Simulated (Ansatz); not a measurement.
**AlGeH₅ (singlet): the correlation ladder at distance Al2–H7 = 2.584 Å, cc-pVDZ**

One table from this session's results is given with a row withheld; the runs are named, their logs left out.

Method: cc-pVDZ, core rule «outside noble gas», up to 19 orbitals frozen; program: Ansatz 0.2.0, Gaussian basis.

Plan: UHF; CCSD(T) on RHF; CCSD(T) on UHF; BCCD(T) on RHF; CISD; CCSDT(Q) on RHF; CASSCF and NEVPT2, 2 electrons in 2 orbitals; CASSCF and NEVPT2, 8 electrons in 8 orbitals.

26 further runs of the same task are left out: 1 for a mislabelled method, 18 that didn't finish, 7 set aside as unsound or not needed.

### What is computed

The geometry derives from a PBE0/def2-TZVP stationary point (not a proven minimum). One bond is set to the value named and the two fragments are kept rigid. No spin-orbit coupling is included. The filled d shell of Ge may be among the frozen orbitals whatever the setting's name suggests; the logs give the count.

7 atoms, charge 0, spin multiplicity 1.

Atoms are counted from 1 here; the program's logs count them from 0.

Bond lengths: Ge1–Al2 2.479 Å, Ge1–H3 1.541 Å, Ge1–H4 1.543 Å, Ge1–H5 1.543 Å, Al2–H6 1.588 Å. Angles: Al2–Ge1–H3 113.9°, Al2–Ge1–H4 111.3°, Al2–Ge1–H5 111.3°, H3–Ge1–H4 106.9°, H3–Ge1–H5 106.9°, H4–Ge1–H5 106.0°, Ge1–Al2–H6 121.3°.

The first run:

in.yaml

```yaml
crystal:
  periodic: [false, false, false]
  atoms:
    - {symbol: Ge, position_ang: [0.000000, 0.009251, 0.690096]}
    - {symbol: Al, position_ang: [0.000000, 0.009377, -1.788617]}
    - {symbol: H, position_ang: [0.000000, 1.417377, 1.315030]}
    - {symbol: H, position_ang: [1.232737, -0.730399, 1.251167]}
    - {symbol: H, position_ang: [-1.232737, -0.730399, 1.251167]}
    - {symbol: H, position_ang: [0.000000, 1.366527, -2.612646]}
    - {symbol: H, position_ang: [0.000000, -2.240787, -3.058979]}
basis:
  gaussian: {orbitals: cc-pVDZ}
magnetization: {spin_polarized: true, initial_magnetization: 0}
hamiltonian: {xc: hf}
output: {orbitals: {seedname: orbitals}}
```

Run with:

```console
ansatz run in.yaml --threads 1 --pin off --events-out ev --progress --plain --max-ram 2393MiB
```

Among the steps run: UHF; CCSD(T) on RHF; CCSD(T) on UHF; BCCD(T) on RHF; CISD; CCSDT(Q) on RHF; CASSCF and NEVPT2, 2 electrons in 2 orbitals; CASSCF and NEVPT2, 8 electrons in 8 orbitals.

One of the session's tables, all rows but one given; the rest of the session is left out.

```
         method  from RCCSDT(Q) (kcal/mol)
            RHF                    +146.30
            UHF                    +141.34
           RMP2                     +37.52
           CISD                     +20.16
          RCCSD                      +4.81
       RCCSD(T)                      +1.08
        BCCD(T)                      +1.08
         RCCSDT                          ?
      RCCSDT(Q)                          0
    CASSCF pair                    +123.98
    NEVPT2 pair                     +29.38
CASSCF frontier                     +96.56
NEVPT2 frontier                     +28.95
```

Q: Estimate the row for RCCSDT from the others.

The run gave: from RCCSDT(Q) (kcal/mol): +0.17. In the column «from RCCSDT(Q) (kcal/mol)» it lies between RCCSDT(Q) (0) and RCCSD(T) (+1.08).

Not comparable, so not listed: CCSD(T) on UHF (they don't share determinant, frozen orbitals or solution with the rows shown, or repeat one).

Limits of these values: Warnings: restricted reference is unstable; spin contamination; large T1 diagnostic.
